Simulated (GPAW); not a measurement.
Crystal: HPbNO4.

```
H Pb N O
1.0
     4.19923    0.11117    0.16817
     1.91600    3.89132    0.12568
     1.76085    1.25259    6.37266
H Pb N O
1 1 1 4
Cartesian
  6.1559 3.5396 4.2374
  3.9410 4.7367 5.7714
  2.1622 1.5295 2.0021
  6.1170 3.6060 5.2180
  2.2525 1.0554 0.8130
  2.1821 0.7481 2.9790
  2.0545 2.7723 2.1460
```

The cell was built by a generator and needn't be a form met in nature.

Base run:

* Program: GPAW 26.7.0
* Functional: PBEsol
* Potentials or basis: PAW data sets generated in the run's folder for this functional
* Cutoff: 800 eV
* Basis: pw
* k mesh: 5 × 5 × 3
* Occupations: fermi-dirac, width 0.05 eV
* Spin: no spin polarisation

Its results: band gap on the k mesh 2.85 eV, indirect (least direct gap 2.86 eV); pressure -3.1 GPa; largest force 0.365 eV/Å.

Task: The run is repeated on the same cell with these changes: functional from PBEsol to AM05. What comes out?

Result: Band gap on the k mesh 2.86 eV, indirect (least direct gap 2.87 eV); pressure -2.5 GPa; largest force 0.515 eV/Å.

Caveats: spin-orbit coupling is left out, which as a rule narrows the gap of such compounds by several tenths of an eV.

A k mesh can miss the band edges.

Not every run made on this cell is shown here.
